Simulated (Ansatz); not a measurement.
# C2H7ClGaNO: up Jacob's ladder to CCSD(T)

One table from this session's results is given with a row withheld; the runs are named, their logs left out.

Method: functionals in def2-TZVPP, the program's frozen cores in correlated methods; program: Ansatz 0.2.0, Gaussian basis.

The runs, in order: PBE-D4, r2SCAN-D4, PBE0-D4, B3LYP-D4, ωB97X-V, ωB97M-V, B2PLYP; CCSD(T)/def2-TZVPP; MP2/def2-QZVPP; extrapolation to the limit.

### The relaxed structure

The geometry comes from an earlier relaxation with PBE0-D4 in a triple-zeta def2 set; it is a stationary point, not always the lowest conformer.

13 atoms, charge 0, spin multiplicity 1.

Atoms are counted from 1 here; the program's logs count them from 0.

Bond lengths: C1–N2 1.440 Å, C1–H7 1.099 Å, C1–H8 1.099 Å, C1–H9 1.091 Å, N2–C3 1.442 Å, N2–Ga4 1.797 Å, C3–H10 1.099 Å, C3–H11 1.092 Å, C3–H12 1.099 Å, Ga4–O5 1.776 Å, Ga4–Cl6 2.140 Å, O5–H13 0.959 Å. Angles: N2–C1–H7 111.3°, N2–C1–H8 111.3°, N2–C1–H9 110.9°, H7–C1–H8 107.4°, H7–C1–H9 107.9°, H8–C1–H9 107.9°, C1–N2–C3 114.3°, C1–N2–Ga4 123.9°, C3–N2–Ga4 121.8°, N2–C3–H10 111.3°, N2–C3–H11 110.9°, N2–C3–H12 111.3°, H10–C3–H11 107.9°, H10–C3–H12 107.4°, H11–C3–H12 107.9°, N2–Ga4–O5 119.7°, N2–Ga4–Cl6 120.8°, O5–Ga4–Cl6 119.4° and more.

The first run:

Input file in.yaml:

```yaml
crystal:
  periodic: [false, false, false]
  atoms:
    - {symbol: C, position_ang: [-0.429964, -0.978261, -1.293200]}
    - {symbol: N, position_ang: [0.071902, -0.186919, -0.200024]}
    - {symbol: C, position_ang: [1.480424, -0.357304, 0.059583]}
    - {symbol: Ga, position_ang: [-0.944494, 0.923457, 0.781051]}
    - {symbol: O, position_ang: [-0.211297, 1.846076, 2.109699]}
    - {symbol: Cl, position_ang: [-3.032221, 1.151570, 0.369693]}
    - {symbol: H, position_ang: [0.084534, -0.733264, -2.232976]}
    - {symbol: H, position_ang: [-0.284867, -2.052096, -1.109349]}
    - {symbol: H, position_ang: [-1.497406, -0.805011, -1.440822]}
    - {symbol: H, position_ang: [2.083452, -0.083425, -0.817430]}
    - {symbol: H, position_ang: [1.800434, 0.267772, 0.895213]}
    - {symbol: H, position_ang: [1.717089, -1.401253, 0.308615]}
    - {symbol: H, position_ang: [-0.837587, 2.408658, 2.569946]}
basis:
  gaussian: {orbitals: def2-TZVPP}
hamiltonian: {xc: pbe, dispersion: d4}
output: {forces: true, orbitals: {seedname: orbitals}}
```

The run is started by

```bash
ansatz run in.yaml --threads 2 --pin off --events-out ev --progress --plain --max-ram 32768MiB --backend cuda --devices 0, --max-vram 18GiB
```

Among the steps run: PBE-D4 (GGA); r2SCAN-D4 (meta-GGA); PBE0-D4 (hybrid); B3LYP-D4 (hybrid); ωB97X-V (range-separated); ωB97M-V (range-separated); B2PLYP (double hybrid); CCSD(T) in def2-TZVPP; MP2 in def2-QZVPP.

One table of the session follows, with a row left open; its other results are not shown here.

| method | atomisation energy (eV) |
| --- | --- |
| PBE-D4 | 49.602 |
| r2SCAN-D4 | 48.740 |
| PBE0-D4 | 48.686 |
| B3LYP-D4 | 48.464 |
| ωB97X-V | 48.834 |
| ωB97M-V | 48.709 |
| B2PLYP | 48.104 |
| HF/def2-TZVPP | ? |
| MP2/def2-TZVPP | 48.566 |
| CCSD/def2-TZVPP | 46.810 |
| CCSD(T)/def2-TZVPP | 47.593 |
| MP2/CBS | 49.794 |
| CCSD(T)/CBS | 48.821 |

**Question.** Estimate the row for HF/def2-TZVPP.

**Answer.** atomisation energy (eV): 34.595. In the column «atomisation energy (eV)» it is the lowest.

Caveats from the session: Free atoms (2 C, 1 N, 1 Ga, 1 O, 1 Cl, 7 H) were run apart at each level; the atomisation energy is their sum less the molecule, without zero-point or spin-orbit terms.
